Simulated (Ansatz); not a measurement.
**C2H6BCl3S: a ladder of functionals and wavefunction methods**

The task here is to estimate one member of a computed series from the others.

Method: functionals in def2-TZVPP, the program's frozen cores in correlated methods; program: Ansatz 0.2.0, Gaussian basis.

Levels to be run: LDA (SPW92), PBE-D4, revPBE-D4, BLYP-D4, r2SCAN-D4, B97M-V, PBE0-D4, B3LYP-D4, r2SCANh-D4, r2SCAN0-D4, HSE06-D4, BHLYP-D4, CAM-B3LYP-D4, LC-ωPBE, ωB97X-V, ωB97M-V, B2PLYP, PBE-QIDH; CCSD(T)/def2-SVP; MP2/def2-TZVPP; MP2/def2-QZVPP; RPA on PBE.

### The relaxed structure

All runs share one geometry, relaxed beforehand with PBE0-D4 in a triple-zeta def2 set.

13 atoms, charge 0, spin multiplicity 1.

Atoms are counted from 1 here; the program's logs count them from 0.

Bond lengths: C1–S2 1.788 Å, C1–H8 1.090 Å, C1–H9 1.089 Å, C1–H10 1.089 Å, S2–C3 1.788 Å, S2–B4 1.999 Å, C3–H11 1.089 Å, C3–H12 1.089 Å, C3–H13 1.090 Å, B4–Cl5 1.820 Å, B4–Cl6 1.820 Å, B4–Cl7 1.823 Å. Angles: S2–C1–H8 109.6°, S2–C1–H9 106.6°, S2–C1–H10 108.8°, H8–C1–H9 110.0°, H8–C1–H10 111.5°, H9–C1–H10 110.1°, C1–S2–C3 101.2°, C1–S2–B4 103.3°, C3–S2–B4 103.3°, S2–C3–H11 106.6°, S2–C3–H12 108.8°, S2–C3–H13 109.6°, H11–C3–H12 110.1°, H11–C3–H13 110.0°, H12–C3–H13 111.5°, S2–B4–Cl5 103.1°, S2–B4–Cl6 103.1°, S2–B4–Cl7 108.6° and more.

The first run:

in.yaml

```yaml
crystal:
  periodic: [false, false, false]
  atoms:
    - {symbol: C, position_ang: [-0.939763, -0.453508, 1.282565]}
    - {symbol: S, position_ang: [0.524637, 0.309744, 0.597061]}
    - {symbol: C, position_ang: [1.235859, -1.056500, -0.310946]}
    - {symbol: B, position_ang: [-0.201606, 1.491620, -0.841753]}
    - {symbol: Cl, position_ang: [1.298940, 2.099214, -1.672718]}
    - {symbol: Cl, position_ang: [-1.107560, 2.765762, 0.089440]}
    - {symbol: Cl, position_ang: [-1.273084, 0.493345, -1.927413]}
    - {symbol: H, position_ang: [-1.534355, -0.890335, 0.480701]}
    - {symbol: H, position_ang: [-1.502458, 0.337998, 1.775364]}
    - {symbol: H, position_ang: [-0.635899, -1.205036, 2.010231]}
    - {symbol: H, position_ang: [2.089845, -0.657598, -0.856426]}
    - {symbol: H, position_ang: [1.566004, -1.814963, 0.397833]}
    - {symbol: H, position_ang: [0.500040, -1.454542, -1.009137]}
basis:
  gaussian: {orbitals: def2-TZVPP}
hamiltonian: {xc: lda}
output: {orbitals: {seedname: orbitals}}
```

Started as:

```bash
$ ansatz run in.yaml --threads 4 --pin off --events-out ev --progress --plain --max-ram 11315MiB
```

Among the steps run: LDA; PBE-D4 (GGA); revPBE-D4 (GGA); BLYP-D4 (GGA); r2SCAN-D4 (meta-GGA); B97M-V (meta-GGA); PBE0-D4 (hybrid); B3LYP-D4 (hybrid); r2SCANh-D4 (hybrid); r2SCAN0-D4 (hybrid); HSE06-D4 (hybrid); BHLYP-D4 (hybrid); CAM-B3LYP-D4 (range-separated); LC-ωPBE (range-separated); ωB97X-V (range-separated); ωB97M-V (range-separated); B2PLYP (double hybrid); PBE-QIDH (double hybrid).

One table of the session follows, with a row left open; its other results are not shown here.

It belongs to the step «Orbital energies across the functionals». 

| functional | HOMO (eV) | gap (eV) |
| --- | --- | --- |
| LDA (SPW92) | -6.79 | 5.54 |
| PBE-D4 | -6.63 | 5.58 |
| revPBE-D4 | -6.57 | 5.60 |
| BLYP-D4 | -6.46 | 5.54 |
| r2SCAN-D4 | -6.98 | 6.19 |
| B97M-V | -7.09 | 6.28 |
| PBE0-D4 | -8.03 | 7.97 |
| B3LYP-D4 | -7.74 | 7.44 |
| r2SCANh-D4 | -7.49 | 7.07 |
| r2SCAN0-D4 | ? | ? |
| HSE06-D4 | -7.63 | 7.19 |
| BHLYP-D4 | -9.27 | 10.26 |
| CAM-B3LYP-D4 | -9.38 | 10.42 |
| LC-ωPBE | -10.83 | 13.08 |
| ωB97X-V | -10.45 | 12.55 |
| ωB97M-V | -10.29 | 12.18 |

Q: Estimate the row for r2SCAN0-D4 from the others.

Worked estimate for «HOMO (eV)». Against the share of exact exchange, r2SCAN-D4 (0, -6.98), r2SCANh-D4 (0.1, -7.49) give a slope of -5.10 per unit share; at 0.25 the line stands at -8.25.

As computed: HOMO (eV): -8.26; gap (eV): 8.37. In «HOMO (eV)» the line misses by +0.01.
